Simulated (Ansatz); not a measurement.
# CdAsPt5: the cost of one run

Program: Ansatz 0.2.0. Level of theory: DFT PBEsol, scalar-relativistic, plane waves, PAW. These are calculated values, not measurements.

## 1. Starting point

It takes space group P4/mmm (No. 123, tetragonal). Conventional cell: a = 3.989 Å, b = 3.989 Å, c = 7.231 Å, α = 90.00°, β = 90.00°, γ = 90.00°. Around Cd (site symmetry 4/mmm) lie 12 Pt at 2.82 to 2.88 Å. Around As (site symmetry 4/mmm) lie 8 Pt at 2.52 Å. Around Pt (site symmetry 2mm) lie 2 As at 2.52 Å and 6 Pt at 2.82 to 2.88 Å and 2 Cd at 2.88 Å. Around Pt (site symmetry 4/mmm) lie 4 Cd at 2.82 Å and 8 Pt at 2.88 Å.

Structure file:

```cif
data_structure
_symmetry_space_group_name_H-M 'P 1'
_symmetry_Int_Tables_number 1
_cell_length_a 3.9889
_cell_length_b 3.9889
_cell_length_c 7.2314
_cell_angle_alpha 90.000
_cell_angle_beta 90.000
_cell_angle_gamma 90.000
_cell_volume 115.06
loop_
_atom_site_label
_atom_site_type_symbol
_atom_site_fract_x
_atom_site_fract_y
_atom_site_fract_z
_atom_site_occupancy
Cd1 Cd 0.50000 0.50000 0.00000 1
As1 As 0.00000 0.00000 0.50000 1
Pt1 Pt 0.00000 0.50000 0.28669 1
Pt2 Pt 0.00000 0.50000 0.71331 1
Pt3 Pt 0.50000 0.00000 0.28669 1
Pt4 Pt 0.50000 0.00000 0.71331 1
Pt5 Pt 0.00000 0.00000 0.00000 1
```

The structure comes from the Materials Project (structure only).

(A quick probe on a coarse mesh, which set the mesh and smearing, is not shown.)

## 3. Relaxing cell and atoms

input.yaml

```yaml
crystal:
  lattice:
    - [3.98889882, 0.0, 0.0]
    - [0.0, 3.98889882, 0.0]
    - [0.0, 0.0, 7.23140327]
  atoms:
    - { symbol: Cd, position: [0.5, 0.5, 0.0] }
    - { symbol: As, position: [0.0, 0.0, 0.5] }
    - { symbol: Pt, position: [0.0, 0.5, 0.28669261] }
    - { symbol: Pt, position: [0.0, 0.5, 0.71330739] }
    - { symbol: Pt, position: [0.5, 0.0, 0.28669261] }
    - { symbol: Pt, position: [0.5, 0.0, 0.71330739] }
    - { symbol: Pt, position: [0.0, 0.0, 0.0] }
basis:
  ecutwfc: 420
kpoints:
  mp_grid: { grid: [10, 10, 6] }
hamiltonian:
  xc: pbesol
scf:
  occupations: { method: gaussian, width: 0.1 }
output:
  forces: true
  stress: true
  eigenvalues: true
  write_density: true
  write_potential: true
  elf: true
  volumetric_format: npy
relax:
  adjacent_minimum: "off"
  f_tol: 0.005
  max_steps: 80
  cell: { stress_tol: 0.05 }
```

Launch:

```
$ ansatz run input.yaml --threads 2 --pin off --max-ram 5120MiB --backend cpu --events-out ev --progress --plain --runs-dir out
```

What time and memory should one allow on 2 threads of an x86-64 CPU, shared host?

About 4.7 min, with a peak of 0.84 GiB.
